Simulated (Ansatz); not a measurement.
# Sm3O: the cost of one run

Computed with Ansatz 0.2.0 (DFT PBE, scalar-relativistic, plane waves, PAW; 4f electrons in the core of a trivalent norm-conserving potential, unless a step's input says otherwise).

**1. The structure to begin with**

The structure is cubic, space group Fm-3m (No. 225). Conventional cell: a = 7.078 Å, b = 7.078 Å, c = 7.078 Å, α = 90.00°, β = 90.00°, γ = 90.00°. Sm (site symmetry -43m) is surrounded by 4 Sm at 3.07 Å and 4 O at 3.07 Å. Sm (site symmetry m-3m) is surrounded by 8 Sm at 3.07 Å. O (site symmetry m-3m) is surrounded by 8 Sm at 3.07 Å.

Structure file:

```xyz
4
Lattice="0.0000 3.5392 3.5392 3.5392 0.0000 3.5392 3.5392 3.5392 0.0000" Properties=species:S:1:pos:R:3 pbc="T T T"
Sm    5.3088    5.3088    5.3088
Sm    1.7696    1.7696    1.7696
Sm    0.0000    0.0000    0.0000
O     3.5392    3.5392    3.5392
```

The cell is invented: species swapped into a database cell of NdAu3 (Fm-3m, No. 225), with O on the Nd sites and Sm on the Au sites. Lengths come from tabulated atomic sizes and are only a guess.

**2. Probe: one point on a coarse mesh**

Contents of input.yaml:

```yaml
crystal:
  lattice:
    - [0.0, 3.53921806, 3.53921806]
    - [3.53921806, 0.0, 3.53921806]
    - [3.53921806, 3.53921806, 0.0]
  atoms:
    - { symbol: Sm, position: [0.75, 0.75, 0.75] }
    - { symbol: Sm, position: [0.25, 0.25, 0.25] }
    - { symbol: Sm, position: [0.0, 0.0, 0.0] }
    - { symbol: O, position: [0.5, 0.5, 0.5] }
basis:
  ecutwfc: 690
kpoints:
  mp_grid: { grid: [4, 4, 4] }
hamiltonian:
  xc: pbe
  pseudopotentials:
    kind: paw
    azcp: { Sm: "pseudopotentials/pbe/nc/lanthanide_3plus/Sm.nc.azcp" }
scf:
  occupations: { method: gaussian, width: 0.1 }
  lower_state_search: "off"
output:
  forces: true
  stress: true
  eigenvalues: true
```

Run with:

```
> ansatz run input.yaml --threads 1 --pin off --max-ram 2560MiB --backend cpu --events-out ev --progress --plain --runs-dir out
```

What time and memory should one allow on 1 thread of Intel Xeon at 2.70GHz, shared host?

About 4 s, with a peak of 0.38 GiB.
